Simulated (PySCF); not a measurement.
# BiF2 (Bi(F)2+): the cost of one run

The runs use PySCF 2.14.0; several levels, as the steps say, no spin–orbit coupling.

3 further runs of the same task are left out: 2 for a known fault of the program, 1 that didn't finish. Runs told in other sessions of the task aren't counted.

## (1) Starting geometry

3 atoms, charge 1, spin multiplicity 1.

Bond lengths: Bi1–F2 2.001 Å, Bi1–F3 2.001 Å. Angles: F2–Bi1–F3 95.8°.

Geometry (Å):

```xyz
3
BiF2
Bi    0.0000    0.0000   -0.4836
F     1.4847    0.0000    0.8579
F    -1.4847    0.0000    0.8579
```

Formal oxidation states: Bi +3. An earlier session relaxed this geometry at BP86, Bi def2-SVP with ECP60, F def2-SVP (singlet, point group C2v).

At BP86 on the finer grid: E = -414.030820 Eh, HOMO -15.20 eV, LUMO -11.60 eV, Mulliken charge on Bi1 +1.55 e, largest force component 0.055 eV/Å. 

Levels to run: r2SCAN; BLYP; B3LYP; TPSS; BP86, TZVP; BP86, x2c-SVP. Hardware: 2 threads of Arm Neoverse V2, shared host.

## (2) r2SCAN

run.py (the lines that set the calculation)

```python
mol = gto.M(atom='''
Bi     0.00000     0.00000    -0.48357
F      1.48473     0.00000     0.85794
F     -1.48473     0.00000     0.85794''',
    basis={'Bi': 'def2-SVP', 'F': 'def2-SVP'},
    ecp={'Bi': 'def2-SVP'},
    charge=1, spin=0)
mf = dft.RKS(mol, xc='R2SCAN')
mf.grids.atom_grid = (75, 302)
mf = mf.density_fit()  # fitting sets: Bi def2-universal-JKFIT, F def2-universal-JKFIT
mf.conv_tol = 1e-08; mf.max_cycle = 55
mf.kernel(dm0)  # dm0: the density of the relaxed state
```

Command:

```console
> OMP_NUM_THREADS=2 python run.py
```

**Question.** How long does this run take on 2 threads of Arm Neoverse V2, shared host?

About 1.1 s.
